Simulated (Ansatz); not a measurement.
# LaGe2Pd2: the cost of one run

Computed with Ansatz 0.2.0 (DFT r2SCAN, scalar-relativistic, plane waves, PAW, unless a step's input says otherwise).

**1. Starting point**

It takes space group I4/mmm (No. 139, tetragonal). The conventional cell has a = 4.390 Å, b = 4.390 Å, c = 10.104 Å, α = 90.00°, β = 90.00°, γ = 90.00°. La (site symmetry 4/mmm) has 8 Pd at 3.35 Å and 10 Ge at 3.35 to 3.80 Å as nearest neighbours. Around Ge (site symmetry 4mm) lie 1 Ge at 2.51 Å and 4 Pd at 2.54 Å. Around Pd (site symmetry -4m2) lie 4 Ge at 2.54 Å.

Coordinates:

```xyz
5
Lattice="-2.1948 2.1948 5.0520 2.1948 -2.1948 5.0520 2.1948 2.1948 -5.0520" Properties=species:S:1:pos:R:3 pbc="T T T"
La    0.0000    0.0000    0.0000
Ge    0.0000    0.0000    6.3063
Ge    0.0000    0.0000    3.7978
Pd    2.1948    0.0000    2.5260
Pd    0.0000    2.1948    2.5260
```

Source of the structure: the Materials Project (structure only).

(A quick probe on a coarse mesh, which set the mesh and smearing, is not shown.)

**3. Full relaxation**

input.yaml

```yaml
crystal:
  lattice:
    - [-2.1947805188, 2.1947805188, 5.0520389675]
    - [2.1947805188, -2.1947805188, 5.0520389675]
    - [2.1947805188, 2.1947805188, -5.0520389675]
  atoms:
    - { symbol: La, position: [0.0, 0.0, 0.0] }
    - { symbol: Ge, position: [0.62413204, 0.62413204, 0.0] }
    - { symbol: Ge, position: [0.37586796, 0.37586796, 0.0] }
    - { symbol: Pd, position: [0.25, 0.75, 0.5] }
    - { symbol: Pd, position: [0.75, 0.25, 0.5] }
basis:
  ecutwfc: 500
kpoints:
  mp_grid: { grid: [12, 12, 12] }
hamiltonian:
  xc: r2scan
scf:
  occupations: { method: gaussian, width: 0.1 }
output:
  forces: true
  stress: true
  eigenvalues: true
relax:
  adjacent_minimum: "off"
  f_tol: 0.005
  max_steps: 80
  cell: { stress_tol: 0.05 }
```

Command:

```
$ ansatz run input.yaml --threads 4 --pin off --max-ram 10240MiB --backend cpu --events-out ev --progress --plain --runs-dir out
```

Q: Estimate wall time and peak memory on 4 threads of Intel Xeon at 2.50GHz (Skylake/Cascade Lake), shared host.

About 2.9 min, with a peak of 1.3 GiB.
